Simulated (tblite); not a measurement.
**GFN1-xTB run of C3H3BF+ (SMILES Bc1c[c+]1F)**

We compute a geometry optimisation of C3H3BF+. The job is set up through a Python script.

The results are computed with tblite 0.8.0.

5 further runs of the same task are left out: 5 set aside as unsound or not needed.

### 1 Starting point

C3H3BF+ has 8 atoms, charge +1, and is taken as a singlet. SMILES: `Bc1c[c+]1F`. The shape is that of a GFN2-xTB optimisation. The run starts from this shape.

Bond lengths: B1–C2 1.482 Å, C2–C3 1.419 Å, C2–C4 1.416 Å, C3–C4 1.346 Å, C4–F5 1.262 Å, B1–H6 1.166 Å, B1–H7 1.166 Å, C3–H8 1.071 Å. Some angles: B1–C2–C3 153.2°, B1–C2–C4 150.1°, C3–C2–C4 56.7°, C2–C3–C4 61.5°, C2–C4–C3 61.7°, C2–C4–F5 146.0°, C3–C4–F5 152.3°, C2–B1–H6 120.0°, C2–B1–H7 120.3°, C2–C3–H8 146.4°.

### 2 A structure relaxation at GFN1-xTB

Input file molecule.xyz:

```xyz
8

B      0.004250     1.482660     0.413830
C     -0.011210     0.044930     0.054350
C     -0.185550    -1.331940     0.348170
C      0.155610    -0.981870    -0.906170
F      0.437240    -1.256610    -2.105050
H      0.989310     1.979300     0.791070
H     -0.963150     2.124930     0.309800
H     -0.426500    -2.061420     1.093990
```

Input file script.py:

```python
import json
import numpy as np
from tblite.interface import Calculator
from tblite.interface import symbols_to_numbers
from scipy.optimize import minimize

symbols = list(map(str, np.loadtxt("molecule.xyz", skiprows=2, usecols=0, dtype=str, ndmin=1)))
numbers = np.array(symbols_to_numbers(symbols))
positions = np.loadtxt("molecule.xyz", skiprows=2, usecols=(1, 2, 3), ndmin=2) / 0.52917721

xtb = Calculator("GFN1-xTB", numbers, positions, charge=1, uhf=0)
xtb.set("verbosity", 0)
xtb.set("accuracy", 0.01)
last, frames, energies, grads = [None], [], [], []

def fun(x):
    xtb.update(x.reshape(-1, 3))
    last[0] = xtb.singlepoint(last[0])
    return float(last[0].get('energy')), last[0].get('gradient').ravel()

def show(x):
    e, g = fun(x)
    frames.append(x.reshape(-1, 3).tolist())
    energies.append(e)
    grads.append(g.reshape(-1, 3).tolist())
    print(f"{len(energies) - 1:4d} {e:16.9f} {np.abs(g).max():12.3e} {np.linalg.norm(g):12.3e}")

print("step      energy/Eh       max grad     grad norm")
show(positions.ravel())
opt = minimize(fun, positions.ravel(), jac=True, method="BFGS", callback=show, options={"gtol": 3e-05, "maxiter": 500})
print("converged:", opt.success, "-", opt.message)
fun(opt.x)
res = last[0]
final = opt.x.reshape(-1, 3)
print("final geometry (angstrom)")
for s, p in zip(symbols, final * 0.529177210903):
    print(f"{s:<2} {p[0]:12.6f} {p[1]:12.6f} {p[2]:12.6f}")
print(f"total energy: {res.get('energy'):.8f} Eh")
eps = np.atleast_2d(res.get("orbital-energies")) * 27.211386
occ = np.atleast_2d(res.get("orbital-occupations"))
filled = occ.sum(axis=0) if eps.shape[0] == 1 else occ[0]
homo = np.nonzero(filled > 0.5)[0].max()
print("  MO   occupation   energy/eV")
for i in range(max(0, homo - 4), min(eps.shape[1], homo + 5)):
    print(f"{i + 1:4d} {filled[i]:10.4f} {eps[0, i]:12.4f}")
mu = res.get("dipole") * 2.541746
print(f"dipole: {np.linalg.norm(mu):.4f} D, components " + " ".join(f"{c:.4f}" for c in mu))
q = res.get("charges")
print("Charges:", " ".join(f"{s}{i + 1}={c:+.4f}" for i, (s, c) in enumerate(zip(symbols, q))))
out = {k: np.asarray(res.get(k)).tolist() for k in ("energy", "gradient", "charges", "dipole", "orbital-energies", "orbital-occupations")}
out.update(symbols=symbols, positions=(positions * 0.529177210903).tolist(), final=final.tolist(), frames=frames, step_energies=energies, grads=grads, success=bool(opt.success))
json.dump(out, open("results.json", "w"))
```

Command:

```sh
python script.py
```

What values should one expect? Wanted: total energy at the end; HOMO energy; LUMO energy; HOMO–LUMO gap.

**Answer.** As computed:

Level: GFN1-xTB.

| quantity | value |
| --- | --- |
| total energy at the end | -13.85933 Eh |
| HOMO energy | -18.81 eV |
| LUMO energy | -14.91 eV |
| HOMO–LUMO gap | 3.90 eV |

At the final geometry: Bond lengths: B1–C2 1.500 Å, C2–C3 1.412 Å, C2–C4 1.400 Å, C3–C4 1.344 Å, C4–F5 1.260 Å, B1–H6 1.176 Å, B1–H7 1.176 Å, C3–H8 1.075 Å. Some angles: B1–C2–C3 152.3°, B1–C2–C4 150.6°, C3–C2–C4 57.1°, C2–C3–C4 61.0°, C2–C4–C3 61.9°, C2–C4–F5 146.4°, C3–C4–F5 151.7°, C2–B1–H6 118.8°, C2–B1–H7 118.8°, C2–C3–H8 146.6°. The optimisation took 32 steps and changed the energy by -0.014 eV. Mulliken charges run from -0.08 on F5 to +0.39 on C4.
